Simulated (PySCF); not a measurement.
# MoSeMe4: geometry, NMR shifts and electronic excitations

Wanted: the NMR shifts and electronic excitations of MoSeMe4 (`[CH3][Mo]([CH3])([CH3])([CH3])=[Se]`), by calculation.

The runs use PySCF 2.14.0, with density-fitted response routines of our own; the level of theory stands in each step. All values are computed, except where a source is named. Atoms count from 0, in the outputs and in this text.

**1. The starting structure**

18 atoms, charge 0, multiplicity 1; geometry from: GFN2-xTB. The atoms were then displaced at random by about 0.03 Å, so the start is not that level's minimum.

Bonds of the start (Å): Mo0–Se1 2.23, Mo0–C2 2.10, Mo0–C6 2.22, Mo0–C10 2.23, Mo0–C14 2.16, C2–H3 1.21, C2–H4 1.10, C2–H5 1.10, C6–H7 1.12, C6–H8 1.09, C6–H9 1.15, C10–H11 1.09, C10–H12 1.08, C10–H13 1.10, C14–H15 1.06, C14–H16 1.07, C14–H17 1.08.

**2. Optimising the geometry at PBE0-D3(BJ)/def2-SVP**

The job: settings as JSON, then the geometry in Å.

```
{"job": {"xc": "PBE0", "basis": "def2-SVP", "d3": "d3bj", "grid": 1, "maxiter": 40, "shake": 0.03, "kind": "geom"}, "charge": 0, "multiplicity": 1}
Mo    -0.021700    -0.004420     0.658830
Se     0.117120    -0.115340     2.882500
C      1.913930    -0.040820    -0.158540
H      2.666790     0.774660     0.312860
H      1.990610     0.100460    -1.249940
H      2.501630    -0.949320     0.060680
C      0.120780     2.073690    -0.119040
H     -0.033310     2.176630    -1.218740
H      1.002500     2.659120     0.144910
H     -0.727280     2.635180     0.411010
C     -2.110340    -0.074650    -0.115780
H     -2.589910     0.875870     0.136110
H     -2.788110    -0.836560     0.251990
H     -2.196680    -0.164150    -1.213600
C      0.019080    -2.027360    -0.086000
H     -0.877530    -2.494390     0.228810
H      0.876120    -2.536060     0.313580
H      0.079990    -2.035620    -1.161930
```

Started as:

```
> OMP_NUM_THREADS=1 python probes_run.py task.json out
```

This one command runs all jobs of the session in turn.

Log:

```text
step   0  E = -2628.45714754  max force = 0.054869
step   1  E = -2628.47693495  max force = 0.025400
step   2  E = -2628.47914708  max force = 0.008893
step   3  E = -2628.47972215  max force = 0.002519
step   4  E = -2628.47983765  max force = 0.002820
step   5  E = -2628.48003772  max force = 0.001855
step   6  E = -2628.48013057  max force = 0.001834
step   7  E = -2628.48026220  max force = 0.001189
step   8  E = -2628.48033199  max force = 0.001032
step   9  E = -2628.48037070  max force = 0.000609
step  10  E = -2628.48039009  max force = 0.000448
step  11  E = -2628.48040315  max force = 0.000690
step  12  E = -2628.48040985  max force = 0.000567
step  13  E = -2628.48041215  max force = 0.000437
optimisation converged
```

Wall time 7.9 min (1 thread of AMD EPYC, shared host); peak memory 0.79 GiB.

Along the way:

```tsv
step	energy from step 0 (eV)	largest force component (eV/Å)
0	0.0000	2.8215
1	-0.5384	1.3061
2	-0.5986	0.4573
3	-0.6143	0.1295
4	-0.6174	0.1450
5	-0.6229	0.0954
6	-0.6254	0.0943
7	-0.6290	0.0611
8	-0.6309	0.0531
9	-0.6319	0.0313
10	-0.6325	0.0230
11	-0.6328	0.0355
12	-0.6330	0.0292
13	-0.6331	0.0225
```

Distances of close pairs at the start and the end, largest changes first:

```tsv
bond	before (Å)	after (Å)	change (Å)
Mo0–C10	2.229	2.096	-0.132
Mo0–C6	2.223	2.098	-0.125
C2–H3	1.206	1.100	-0.106
Mo0–C2	2.101	2.158	+0.057
C14–H15	1.059	1.099	+0.041
C6–H9	1.147	1.110	-0.037
C14–H17	1.078	1.102	+0.024
C14–H16	1.074	1.096	+0.023
```

The end geometry stands in the next job.

```tsv
at the end point	value
rotational constants (GHz, main isotopes)	1.921, 1.035, 1.004
dipole moment (D)	2.28
```

**3. NMR shieldings: PBE0/def2-TZVP+pcSseg-1**

The job: settings as JSON, then the geometry in Å.

```
{"job": {"kind": "nmr", "xc": "PBE0", "basis": {"default": "pcSseg-1", "Mo": "def2-TZVP"}}, "charge": 0, "multiplicity": 1}
Mo    -0.123208     0.125730     0.636280
Se     0.100135    -0.106070     2.841806
C      1.882554    -0.057236    -0.139414
H      2.474588     0.789362     0.237866
H      1.823768     0.005543    -1.238135
H      2.381312    -0.992503     0.139814
C      0.180328     2.066795    -0.100605
H      0.237141     2.122223    -1.198884
H      1.032103     2.596227     0.348545
H     -0.747047     2.564464     0.252762
C     -2.064871    -0.134611    -0.109950
H     -2.519195     0.842003     0.158174
H     -2.639807    -0.921608     0.397758
H     -2.107343    -0.277643    -1.200553
C      0.003273    -1.891436    -0.129564
H     -0.893959    -2.444003     0.184292
H      0.891968    -2.425272     0.227417
H      0.031951    -1.845045    -1.229897
```

Method: GIAO PBE0/pcSseg-1 Mo:def2-TZVP NMR shielding, scalar relativity only through core potentials, gas phase.

Log:

```text
coarse grid: 65888 points
cycle   1  E = -2628.2177264254  dE = -7.439e+00  |g| = 1.390e+00  |ddm| = 5.306e+00
cycle   2  E = -2626.7822379960  dE =  1.435e+00  |g| = 2.477e+00  |ddm| = 3.970e+00
cycle   3  E = -2628.3623036134  dE = -1.580e+00  |g| = 1.066e+00  |ddm| = 3.682e+00
cycle   4  E = -2628.6091383114  dE = -2.468e-01  |g| = 1.597e-01  |ddm| = 6.517e-01
cycle   5  E = -2628.6125999597  dE = -3.462e-03  |g| = 1.129e-01  |ddm| = 2.504e-01
cycle   6  E = -2628.6162723152  dE = -3.672e-03  |g| = 3.150e-02  |ddm| = 1.501e-01
cycle   7  E = -2628.6165572543  dE = -2.849e-04  |g| = 8.432e-03  |ddm| = 4.217e-02
cycle   8  E = -2628.6165679504  dE = -1.070e-05  |g| = 5.198e-03  |ddm| = 8.379e-03
cycle   9  E = -2628.6165759277  dE = -7.977e-06  |g| = 1.371e-03  |ddm| = 5.962e-03
final grid: 136776 points
cycle  10  E = -2628.6164790428  dE =  5.597e-06  |g| = 5.114e-03  |ddm| = 6.669e-03
cycle  11  E = -2628.6163833719  dE =  9.567e-05  |g| = 2.042e-02  |ddm| = 1.937e-02
cycle  12  E = -2628.6164855534  dE = -1.022e-04  |g| = 6.153e-04  |ddm| = 1.529e-02
cycle  13  E = -2628.6164856531  dE = -9.970e-08  |g| = 1.007e-04  |ddm| = 6.231e-04
cycle  14  E = -2628.6164856568  dE = -3.671e-09  |g| = 3.406e-05  |ddm| = 1.249e-04
cycle  15  E = -2628.6164856575  dE = -6.676e-10  |g| = 2.214e-05  |ddm| = 8.774e-05
converged SCF energy = -2628.6164856575

GIAO shielding tensors (ppm)
atom      isotropic    diamagn.    paramagn.     s11        s22        s33       span
  0 Mo         nan         nan         nan        nan        nan        nan        nan
  1 Se    -617.406    3005.622   -3623.028  -2422.918  -1210.340   1781.039   4203.957
  2 C      134.655     247.628    -112.973    112.675    135.770    155.520     42.845
  3 H       28.994      30.401      -1.406     24.354     29.632     32.997      8.643
  4 H       29.196      30.748      -1.552     23.194     30.879     33.516     10.321
  5 H       29.506      30.706      -1.200     24.586     30.734     33.199      8.613
  6 C      114.400     253.424    -139.024     41.203    133.988    168.010    126.807
  7 H       28.431      31.034      -2.603     24.103     28.993     32.197      8.094
  8 H       28.185      30.141      -1.956     22.966     29.800     31.788      8.823
  9 H       30.483      30.525      -0.042     22.800     32.631     36.020     13.220
 10 C      114.010     253.553    -139.543     39.038    134.484    168.507    129.469
 11 H       30.737      30.637       0.100     23.031     32.749     36.429     13.398
 12 H       27.968      30.114      -2.146     22.677     29.744     31.484      8.807
 13 H       28.340      31.093      -2.753     23.953     28.874     32.194      8.241
 14 C      136.011     247.597    -111.586    115.005    136.728    156.300     41.294
 15 H       29.200      30.450      -1.250     24.624     29.672     33.303      8.679
 16 H       29.458      30.669      -1.211     24.604     30.765     33.005      8.401
 17 H       29.254      30.744      -1.490     23.264     31.137     33.361     10.097
```

Run time: 84 s. Hardware: 1 thread of AMD EPYC, shared host; peak memory 1.4 GiB.

The references, computed at this level on geometries of the same kind, shield at (ppm): ¹H TMS 31.27, ¹³C TMS 184.4, ⁷⁷Se Me2Se 1770. Their shielding less the atom's gives the shift. The references are single molecules in the gas phase. Atoms listed in one row are averaged.

```tsv
atoms	environment	σ (ppm)	δ (ppm)
C2, C6, C10, C14	carbon bonded to Mo, 3 H	124.8	59.6
H3, H4, H5, H7, H8 and 7 more	hydrogen on a carbon bonded to Mo	29.15	2.12
Se1	selenium bonded to Mo	-617	2387
```

Atoms past Kr carry core potentials, so their printed shieldings have no meaning and are left out of the table.

Charges from the same density, by scheme (e):

```tsv
atoms	Mulliken	ESP fit
Mo0	0.11	0.87
Se1	-0.33	-0.21
C2, C6, C10, C14	-0.45	-0.82
```

Mayer bond orders: Mo0–Se1 2.05, Mo0–C2 1.04, Mo0–C6 1.09, Mo0–C10 1.09, Mo0–C14 1.03.

With diffuse functions Mulliken charges and Mayer bond orders lose their meaning; the other schemes are steadier.

Orbitals, density, ELF and potential are computed afterwards from the orbital file.

Frontier orbitals at PBE0/def2-TZVP+pcSseg-1, with the share of their density that lies nearest to each atom:

```tsv
orbital	energy (eV)	lies on
HOMO	-7.01	Se1 54 %; C2, C6, C14 about 6 % each; Mo0 6 %
LUMO	-3.24	Mo0 67 %; Se1 11 %
```

ELF in a plane through or near 12 of the atoms.

Ten even steps from '0' (0.00) to '9' (1.00):
```
0000000000000000000000000000
0000000000000000000000000000
0000000000000000000000000000
0000000026860004886100000000
0000000179994039999300000000
0000001279995039999422100000
0000367767884026865799840000
0001899971173014711999970000
0001899996874454887899840000
0000134434426886232000000000
0000000001225775332332000000
0000159997786336967999950000
0000399997137326514999950000
0000179986587316987678510000
0000002227999508999400000000
0000000018999405999400000000
0000000004796101775100000000
0000000000000000000000000000
0000000000000000000000000000
0000000000000000000000000000
```
The map spans 10.4 Å across and 10.0 Å up, centred on the molecule. Atoms in the plane (x, y in Å): C2 (-1.3, -1.4), H3 (-2.3, -1.2), H5 (-0.9, -2.4), C6 (-1.6, 1.3), H8 (-2.6, 1.0), H9 (-1.3, 2.3), C10 (1.5, 1.4), H11 (1.1, 2.4), H12 (2.5, 1.3), C14 (1.4, -1.3), H15 (2.4, -1.0), H16 (1.1, -2.3).

log10 of the density (e/Å³) in the same plane.

Ten even steps from '0' (-4.0) to '9' (0.8):
```
0000000000000000000000000000
0000000000000000111000000000
0000000122221112222210000000
0000012344443334554432100000
0001234456765456776544321000
0001345568876567887655431000
0012456788886667888876542100
0013567889987667899887643100
0013567888888888888876542100
0012456667779999776655432000
0001345566778998777665432000
0002356788888778888887542000
0002456888988777899887542000
0002346778887767888766432000
0001234567897667887654321000
0000123456776656776543210000
0000002234555444444322100000
0000000012222222222100000000
0000000000111000000000000000
0000000000000000000000000000
```
The map spans 10.4 Å across and 10.0 Å up, centred on the molecule. Atoms in the plane (x, y in Å): C2 (-1.3, -1.4), H3 (-2.3, -1.2), H5 (-0.9, -2.4), C6 (-1.6, 1.3), H8 (-2.6, 1.0), H9 (-1.3, 2.3), C10 (1.5, 1.4), H11 (1.1, 2.4), H12 (2.5, 1.3), C14 (1.4, -1.3), H15 (2.4, -1.0), H16 (1.1, -2.3).

On the surface of density 0.002 e/bohr³ the electrostatic potential runs, from the 1st to the 99th percentile, from -0.58 V near Se1 to 1.13 V near H11.

**4. Ultraviolet spectrum: PBE0/def2-SVPD**

Settings changed since step 3:

```diff
@@ -1,2 +1,2 @@
-{"job": {"kind": "nmr", "xc": "PBE0", "basis": {"default": "pcSseg-1", "Mo": "def2-TZVP"}}, "charge": 0, "multiplicity": 1}
+{"job": {"kind": "uv", "xc": "PBE0", "basis": "def2-SVPD", "ip": false, "nstates": 10}, "charge": 0, "multiplicity": 1}
 Mo    -0.123208     0.125730     0.636280
```

Method: TDDFT PBE0/def2-SVPD, vertical, gas phase, core orbitals frozen in the response.

Log:

```text
coarse grid: 65888 points
cycle   1  E = -2628.1887238923  dE = -8.595e+00  |g| = 9.948e-01  |ddm| = 6.671e+00
cycle   2  E = -2627.2331691183  dE =  9.556e-01  |g| = 2.006e+00  |ddm| = 4.512e+00
cycle   3  E = -2628.3185007966  dE = -1.085e+00  |g| = 8.085e-01  |ddm| = 4.176e+00
cycle   4  E = -2628.4719973810  dE = -1.535e-01  |g| = 6.755e-02  |ddm| = 9.067e-01
cycle   5  E = -2628.4716181149  dE =  3.793e-04  |g| = 7.802e-02  |ddm| = 2.432e-01
cycle   6  E = -2628.4733006794  dE = -1.683e-03  |g| = 1.593e-02  |ddm| = 1.331e-01
cycle   7  E = -2628.4733685559  dE = -6.788e-05  |g| = 5.563e-03  |ddm| = 2.183e-02
cycle   8  E = -2628.4733778014  dE = -9.246e-06  |g| = 1.654e-03  |ddm| = 1.143e-02
final grid: 136776 points
cycle   9  E = -2628.4733464188  dE =  2.527e-06  |g| = 3.961e-03  |ddm| = 1.961e-02
cycle  10  E = -2628.4733014497  dE =  4.497e-05  |g| = 1.394e-02  |ddm| = 2.117e-02
cycle  11  E = -2628.4733495860  dE = -4.814e-05  |g| = 1.773e-03  |ddm| = 1.682e-02
cycle  12  E = -2628.4733504218  dE = -8.357e-07  |g| = 1.233e-04  |ddm| = 2.507e-03
cycle  13  E = -2628.4733504277  dE = -5.923e-09  |g| = 7.606e-05  |ddm| = 3.183e-04
cycle  14  E = -2628.4733504299  dE = -2.188e-09  |g| = 3.594e-05  |ddm| = 1.929e-04
cycle  15  E = -2628.4733504304  dE = -5.357e-10  |g| = 7.150e-06  |ddm| = 9.719e-05
converged SCF energy = -2628.4733504304

Static polarisability (au): isotropic 132.900, principal 122.551 127.185 148.963

Singlet excitations
state   eV       nm        f      main configurations
  1   2.2410    553.3   0.00168   H->L 0.99
  2   2.5331    489.5   0.00660   H-1->L 0.91
  3   3.1105    398.6   0.00334   H-2->L 0.95
  4   3.2862    377.3   0.00393   H-3->L 0.87
  5   3.7075    334.4   0.00025   H-4->L 0.92
  6   3.8371    323.1   0.00032   H->L+1 0.37, H-1->L+2 0.34, H-5->L 0.14
  7   3.9118    316.9   0.00038   H->L+1 0.54, H-5->L 0.21, H->L+3 0.12
  8   3.9351    315.1   0.00131   H-1->L+1 0.49, H->L+2 0.39
  9   3.9685    312.4   0.00404   H->L+3 0.49, H-5->L 0.46
 10   4.0427    306.7   0.00272   H-1->L+3 0.60, H-1->L+1 0.25, H->L+2 0.10

Triplet excitations (Tamm-Dancoff, eV): 1.8940 2.0429 2.6414 2.6776
```

Run time: 2 min. Hardware: 1 thread of AMD EPYC, shared host; peak memory 1.2 GiB.

Frontier orbitals and where they lie:

```tsv
orbital	eV	atoms
HOMO−3	-8.30	Mo0 39 %, Se1 28 %, C2 9 %
HOMO−2	-8.19	Mo0 41 %, Se1 17 %, C14 14 %
HOMO−1	-7.17	Se1 45 %, Mo0 19 %, C2 7 %
HOMO	-6.99	Se1 51 %, Mo0 11 %, C14 8 %
LUMO	-3.21	Mo0 71 %, Se1 11 %
LUMO+1	-1.74	Mo0 49 %, Se1 23 %, C6 6 %
LUMO+2	-1.69	Mo0 46 %, Se1 28 %, C2 5 %
```

With each of the 10 states as a Gaussian band of 0.4 eV half-width at 1/e, the curve within the window shown has maxima at 488 nm (ε 330), 390 nm (ε 310), 314 nm (ε 370) L/(mol cm). Beyond the last state computed it falls off for lack of states. The curve at chosen wavelengths:

```tsv
nm	ε (L/mol/cm)
286	158
305	340
324	346
342	278
361	274
380	303
399	305
418	289
436	287
455	303
474	323
493	328
512	312
530	280
549	237
568	193
587	151
606	115
624	88
643	65
662	47
681	34
700	24
718	18
737	13
756	9
```

Leading natural transition orbitals of singlet state 2: the hole lies on Se1 32 %; Mo0 16 %; 4 C atoms about 8 % each; the particle on Mo0 69 %; Se1 9 %.

Leading natural transition orbitals of singlet state 1: the hole lies on Se1 51 %; C2, C14 about 7 % each; Mo0 7 %; the particle on Mo0 68 %; Se1 12 %.

Ground-state properties from the same run:

```tsv
property	computed
dipole moment (D)	2.25
polarisability (Å³)	19.69
HOMO–LUMO gap (eV)	3.78
−ε(HOMO) (eV)	6.99
```

**5. Nuclear shieldings: B3LYP/def2-TZVP+pcSseg-1**

Settings changed since step 4:

```diff
@@ -1,2 +1,2 @@
-{"job": {"kind": "uv", "xc": "PBE0", "basis": "def2-SVPD", "ip": false, "nstates": 10}, "charge": 0, "multiplicity": 1}
+{"job": {"kind": "nmr", "xc": "B3LYP", "basis": {"default": "pcSseg-1", "Mo": "def2-TZVP"}, "pop": false}, "charge": 0, "multiplicity": 1}
 Mo    -0.123208     0.125730     0.636280
```

Method: GIAO B3LYP/pcSseg-1 Mo:def2-TZVP NMR shielding, scalar relativity only through core potentials, gas phase.

Log:

```text
coarse grid: 65888 points
cycle   1  E = -2628.7528379979  dE = -7.349e+00  |g| = 1.475e+00  |ddm| = 5.273e+00
cycle   2  E = -2626.9844486213  dE =  1.768e+00  |g| = 2.711e+00  |ddm| = 4.560e+00
cycle   3  E = -2628.8329919666  dE = -1.849e+00  |g| = 1.282e+00  |ddm| = 4.327e+00
cycle   4  E = -2629.1881210685  dE = -3.551e-01  |g| = 1.741e-01  |ddm| = 7.486e-01
cycle   5  E = -2629.1922685672  dE = -4.147e-03  |g| = 1.281e-01  |ddm| = 2.950e-01
cycle   6  E = -2629.1966008367  dE = -4.332e-03  |g| = 4.127e-02  |ddm| = 1.663e-01
cycle   7  E = -2629.1971016789  dE = -5.008e-04  |g| = 8.450e-03  |ddm| = 5.223e-02
cycle   8  E = -2629.1971080267  dE = -6.348e-06  |g| = 4.915e-03  |ddm| = 7.340e-03
cycle   9  E = -2629.1971141968  dE = -6.170e-06  |g| = 1.800e-03  |ddm| = 4.331e-03
final grid: 136776 points
cycle  10  E = -2629.1969689882  dE =  9.110e-06  |g| = 6.626e-03  |ddm| = 8.110e-03
cycle  11  E = -2629.1967896950  dE =  1.793e-04  |g| = 2.807e-02  |ddm| = 2.510e-02
cycle  12  E = -2629.1969788226  dE = -1.891e-04  |g| = 1.581e-03  |ddm| = 2.078e-02
cycle  13  E = -2629.1969794970  dE = -6.744e-07  |g| = 1.307e-04  |ddm| = 1.580e-03
cycle  14  E = -2629.1969795016  dE = -4.554e-09  |g| = 7.022e-05  |ddm| = 1.800e-04
cycle  15  E = -2629.1969795032  dE = -1.666e-09  |g| = 2.122e-05  |ddm| = 1.052e-04
cycle  16  E = -2629.1969795034  dE = -1.764e-10  |g| = 9.267e-06  |ddm| = 3.787e-05
converged SCF energy = -2629.1969795034

GIAO shielding tensors (ppm)
atom      isotropic    diamagn.    paramagn.     s11        s22        s33       span
  0 Mo         nan         nan         nan        nan        nan        nan        nan
  1 Se    -686.349    3006.185   -3692.533  -2479.747  -1238.133   1658.835   4138.582
  2 C      129.617     247.326    -117.709    106.134    131.124    151.592     45.458
  3 H       29.161      30.564      -1.403     24.454     29.977     33.052      8.598
  4 H       29.377      31.224      -1.847     23.361     30.943     33.826     10.465
  5 H       29.641      30.915      -1.274     24.719     30.998     33.207      8.489
  6 C      109.096     252.968    -143.872     34.690    129.020    163.578    128.889
  7 H       28.583      31.407      -2.824     23.962     29.240     32.548      8.587
  8 H       28.322      30.307      -1.984     23.060     29.984     31.924      8.864
  9 H       30.590      30.635      -0.045     22.907     32.813     36.048     13.141
 10 C      108.819     253.106    -144.288     32.697    129.587    164.172    131.474
 11 H       30.842      30.753       0.089     23.136     32.943     36.448     13.312
 12 H       28.108      30.264      -2.156     22.775     29.919     31.630      8.854
 13 H       28.503      31.465      -2.963     23.822     29.140     32.546      8.724
 14 C      130.984     247.273    -116.289    108.492    132.074    152.386     43.894
 15 H       29.369      30.622      -1.253     24.723     30.024     33.360      8.636
 16 H       29.581      30.864      -1.283     24.733     31.034     32.978      8.245
 17 H       29.441      31.218      -1.778     23.435     31.189     33.697     10.262
```

Run time: 69 s. Hardware: 1 thread of AMD EPYC, shared host; peak memory 1.2 GiB.

Key values: δ C2 59.6, Se1 2367, H3 2.09 ppm (means over like atoms).

**6. Side by side: NMR shifts**

Shifts (ppm), means over like atoms, with basis size and wall time:

```tsv
run	C2	H3	Se1	functions	time
PBE0/def2-TZVP+pcSseg-1	59.6	2.12	2387	209	84 s
B3LYP/def2-TZVP+pcSseg-1	59.6	2.09	2367	209	69 s
```

**7. Outcome**

| quantity | value |
| --- | --- |
| rotational constants (main isotopes) | 1.92, 1.04, 1.00 GHz |
| ¹³C shifts against TMS (PBE0/def2-TZVP+pcSseg-1, means over atoms taken as alike) | 59.6 ppm |
| ¹H shifts against TMS (PBE0/def2-TZVP+pcSseg-1, means over atoms taken as alike) | 2.12 ppm |
| ⁷⁷Se shifts against Me2Se (PBE0/def2-TZVP+pcSseg-1) | 2387 ppm |
| surface potential, 1st and 99th percentile | -0.58 V and 1.13 V |
| lowest singlet (PBE0/def2-SVPD) | 2.24 eV (553 nm), f = 0.002 |
| brightest single state of those computed | state 2, 2.53 eV, f = 0.007 |
| lowest triplet | 1.89 eV |
| range of the shift of Se1 | 2367 to 2387 ppm |

The start was shaken at random, so part of the energy gained undoes that. The optimisation took 13 steps and gained 0.633 eV; among the close pairs (by a distance rule), Mo0–C10 changed most, from 2.229 to 2.096 Å. At PBE0/def2-TZVP+pcSseg-1: The widest tensor belongs to Se1: span 4204 ppm, with a paramagnetic part of -3623 ppm. By nearest atom (PBE0/def2-TZVP+pcSseg-1), the HOMO sits on Se1 54 %; C2, C6, C14 about 6 % each and the LUMO on Mo0 67 %; Se1 11 %. The lowest singlet, at 2.24 eV, is HOMO→LUMO 0.99 and is weak; of the 10 states computed, the strongest absorption comes from state 2 at 2.53 eV. The lowest triplet lies 0.35 eV below the lowest singlet (triplets in Tamm-Dancoff, singlets in full TDDFT). In ppm, Se1 moves most: its shift spreads over 21 ppm, from 2367 (B3LYP/def2-TZVP+pcSseg-1) to 2387 (PBE0/def2-TZVP+pcSseg-1). Spin-orbit coupling is left out, which matters for shieldings and couplings at and beside the heavy atoms.
